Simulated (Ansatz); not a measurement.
# AsNH₄: ionisation energy by level of theory

The task here is to estimate one member of a computed series from the others.

Program: Ansatz 0.2.0, Gaussian basis. Level of theory: unrestricted cation, the program's frozen cores in correlated methods. These are calculated values, not measurements.

Levels to be run: UKS PBE-D4/def2-TZVPP; UKS r2SCAN-D4/def2-TZVPP; UKS PBE0-D4/def2-TZVPP; UKS B3LYP-D4/def2-TZVPP; UKS wB97X-V/def2-TZVPP; UKS wB97M-V/def2-TZVPP; UKS B2PLYP/def2-TZVPP; UHF-CCSD(T)/def2-TZVPP; UHF-MP2/def2-QZVPP; extrapolation to the limit; then −ε(HOMO) from the neutral's earlier runs with LDA (SPW92), PBE-D4, revPBE-D4, BLYP-D4, r2SCAN-D4, B97M-V, PBE0-D4, B3LYP-D4, r2SCANh-D4, r2SCAN0-D4, HSE06-D4, BHLYP-D4, CAM-B3LYP-D4, LC-ωPBE, ωB97X-V, ωB97M-V.

### The relaxed structure

An earlier PBE0-D4 in a triple-zeta def2 set relaxation fixed the geometry.

SMILES `N[AsH2]`, 6 atoms, charge 0, spin multiplicity 1.

Atoms are counted from 1 here; the program's logs count them from 0.

Bond lengths: N1–As2 1.854 Å, N1–H3 1.010 Å, N1–H4 1.011 Å, As2–H5 1.524 Å, As2–H6 1.536 Å. Angles: As2–N1–H3 114.8°, As2–N1–H4 110.5°, H3–N1–H4 108.9°, N1–As2–H5 95.5°, N1–As2–H6 101.2°, H5–As2–H6 91.3°.

As a file:

```
atom     x (Å)     y (Å)     z (Å)
  N1  -0.25032  -0.93166  -0.05275
 As2  -0.53127   0.90061  -0.05319
  H3   0.71878  -1.21160   0.00603
  H4  -0.76331  -1.36839   0.70052
  H5   0.17391   1.15644  -1.37942
  H6   0.69422   1.39069   0.73271
```

The first run:

in.yaml

```yaml
crystal:
  periodic: [false, false, false]
  atoms:
    - {symbol: N, position_ang: [-0.250321, -0.931661, -0.052752]}
    - {symbol: As, position_ang: [-0.531268, 0.900614, -0.053193]}
    - {symbol: H, position_ang: [0.718775, -1.211599, 0.006034]}
    - {symbol: H, position_ang: [-0.763309, -1.368388, 0.700520]}
    - {symbol: H, position_ang: [0.173905, 1.156443, -1.379419]}
    - {symbol: H, position_ang: [0.694219, 1.390692, 0.732710]}
basis:
  gaussian: {orbitals: def2-TZVPP}
total_charge: 1
magnetization: {spin_polarized: true, initial_magnetization: 1}
hamiltonian: {xc: pbe, dispersion: d4}
```

Run with:

```
ansatz run in.yaml --threads 2 --pin off --events-out ev --progress --plain --max-ram 4352MiB
```

Among the steps run: Cation, UKS PBE-D4/def2-TZVPP; Cation, UKS r2SCAN-D4/def2-TZVPP; Cation, UKS PBE0-D4/def2-TZVPP; Cation, UKS B3LYP-D4/def2-TZVPP; Cation, UKS wB97X-V/def2-TZVPP; Cation, UKS wB97M-V/def2-TZVPP; Cation, UKS B2PLYP (frozen core)/def2-TZVPP; Cation, UHF-CCSD(T)/def2-TZVPP; Cation, UHF-MP2/def2-QZVPP.

One of the session's tables, all rows but one given; the rest of the session is left out.

Orbital estimates, from the neutral's runs:

```
  functional  −ε(HOMO) (eV)
 LDA (SPW92)           6.14
      PBE-D4           6.03
   revPBE-D4           5.99
     BLYP-D4           5.90
   r2SCAN-D4           6.37
      B97M-V              ?
     PBE0-D4           7.46
    B3LYP-D4           7.23
  r2SCANh-D4           6.91
  r2SCAN0-D4           7.65
    HSE06-D4           7.06
    BHLYP-D4           8.50
CAM-B3LYP-D4           8.80
     LC-ωPBE          10.13
     ωB97X-V           9.79
     ωB97M-V           9.67
```

Q: Estimate the row for B97M-V from the others.

As computed: −ε(HOMO) (eV): 6.48. In the column «−ε(HOMO) (eV)» it lies between r2SCAN-D4 (6.37) and r2SCANh-D4 (6.91).

To keep in mind: The cation may have settled in a state other than its lowest; no search over hole states beyond the program's own was made.
